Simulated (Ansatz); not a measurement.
**Mg (fcc type): a single-point run**

Wanted: a converged single-point run for Mg (fcc type), and a check of what comes out.

Method: DFT, LDA, PAW with Ansatz's default frozen-core files, scalar-relativistic, in Ansatz 0.2.0.

## 1. The system as given

Symmetry: Fm-3m, No. 225, cubic system. Conventional cell: a = 4.280 Å, b = 4.280 Å, c = 4.280 Å, α = 90.00°, β = 90.00°, γ = 90.00°. Mg (site symmetry m-3m) has 12 Mg at 3.03 Å in its first shell of neighbours.

As a file:

```cif
data_structure
_symmetry_space_group_name_H-M 'Fm-3m'
_symmetry_Int_Tables_number 225
_cell_length_a 4.2799
_cell_length_b 4.2799
_cell_length_c 4.2799
_cell_angle_alpha 90.000
_cell_angle_beta 90.000
_cell_angle_gamma 90.000
_cell_volume 78.40
loop_
_atom_site_label
_atom_site_type_symbol
_atom_site_symmetry_multiplicity
_atom_site_Wyckoff_symbol
_atom_site_fract_x
_atom_site_fract_y
_atom_site_fract_z
_atom_site_occupancy
Mg1 Mg 4 a 0.00000 0.00000 0.00000 1
```

## 2. Running it

Contents of input.yaml:

```yaml
crystal:
  lattice:
    - [0.0, 2.1399734767, 2.1399734767]
    - [2.1399734767, 0.0, 2.1399734767]
    - [2.1399734767, 2.1399734767, 0.0]
  atoms:
    - { symbol: Mg, position: [0.0, 0.0, 0.0] }
kpoints:
  mp_grid: { grid: [16, 16, 16] }
scf:
  occupations: { method: fermi_dirac, width: 0.05 }
  max_iter: 75
hamiltonian:
  xc: lda
  pseudopotentials: { kind: paw }
output:
  forces: true
  stress: true
  eigenvalues: true
  populations: true
total_charge: 0.5
```

Started as:

```bash
$ ansatz run input.yaml --threads 1 --pin off --max-ram 2048MiB --backend cpu --events-out ev --progress --plain --runs-dir out
```

What happens when this is run?

The run converged and reported no error. It gives a pressure of 19 GPa, which is large; a structure far from rest gives such values too, whatever the setting.

Look at the input: total_charge is 0.5. The net charge is not the one intended, so the run treats another number of electrons.

To check: delete total_charge (the default then holds).
